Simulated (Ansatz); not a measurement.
This script for a rigid torsion scan of BFH₄OSi, SMILES FBO[SiH3] with Ansatz 0.2.0, Python API holds a mistake.

Script `torsion_bfh4osi.py`:
```python
"""Energy of BFH4OSi as one group turns about a bond."""

import ansatz as az
from ase import Atoms

SETTINGS = {
    "basis_set": "def-2SVP",
    "xc": "PBE0",
    "fmax": 0.02,
}

atoms = Atoms(["F", "B", "O", "Si", "H", "H", "H", "H"], positions=[
    (-0.7425, -2.1224, 0.9059),
    (-0.6297, -0.662, 1.1162),
    (-1.0768, 0.2986, 0.0791),
    (0.4313, 0.6048, -0.8632),
    (-0.2272, -0.2788, 2.1433),
    (0.0226, 1.5716, -1.9216),
    (1.4545, 1.1685, -0.0226),
    (0.8599, -0.6375, -1.4929),
])

# start the scan from a relaxed geometry
first = (
    az.Crystal.molecule_from_ase(atoms).calculation()
    .basis(gaussian=SETTINGS["basis_set"])
    .functional(SETTINGS["xc"])
    .relax(force_tolerance=SETTINGS["fmax"], max_steps=30)
)
atoms.positions = first.run().report["positions_ang"]

start = atoms.get_dihedral(3, 2, 1, 0)
energies = {}
for turn in range(0, 360, 40):
    turned = atoms.copy()
    turned.set_dihedral(3, 2, 1, 0, start + turn, indices=[0, 1, 4])
    calculation = (
        az.Crystal.molecule_from_ase(turned).calculation()
        .basis(gaussian=SETTINGS["basis_set"])
        .functional(SETTINGS["xc"])
    )
    energies[round((start + turn) % 360)] = calculation.run().report["free_energy_ev"]
floor = min(energies.values())
print("dihedral Si3-O2-B1-F0 (deg)   E - E(min) (eV)")
for angle, e in sorted(energies.items()):
    print(f"{angle:8d} {(e - floor):14.3f}  " + "#" * int(30 * (e - floor) / max(max(energies.values()) - floor, 1e-9)))
```

```console
$ python torsion_bfh4osi.py
Traceback (most recent call last):
  File "torsion_bfh4osi.py", line 30, in <module>
    atoms.positions = first.run().report["positions_ang"]
                      ~~~~~~~~~^^
  ...
ansatz.GaussianBasisError: pseudopotentials/gaussian/def-2svp.bse can't be read: No such file or directory (os error 2)
```
(Library frames cut from the traceback.)

Find the fault and give the corrected script.

The fault: the library has no basis set of that name. The correction:

```diff
--- before
+++ after
@@ -6,3 +6,3 @@
 SETTINGS = {
-    "basis_set": "def-2SVP",
+    "basis_set": "def2-SVP",
     "xc": "PBE0",
@@ -27,3 +27,3 @@
     .functional(SETTINGS["xc"])
-    .relax(force_tolerance=SETTINGS["fmax"], max_steps=30)
+    .relax(force_tolerance=SETTINGS["fmax"], max_steps=80)
 )
```

After the fix:

Output of `python torsion_bfh4osi.py`:
```text
dihedral Si3-O2-B1-F0 (deg)   E - E(min) (eV)
      20          0.038  ######
      60          0.136  #######################
     100          0.176  #############################
     140          0.074  ############
     180          0.000
     220          0.075  ############
     260          0.176  ##############################
     300          0.136  #######################
     340          0.038  ######
```

The scan is rigid and the energies are electronic, in a modest basis. With rigid groups the curve can differ much from the relaxed path, the start wasn't checked as a minimum of this torsion, and equivalent turns needn't return to the same energy. Wall time of the script: 56 s on 1 thread of Arm Neoverse V1 (shared host), peak memory 0.22 GiB.
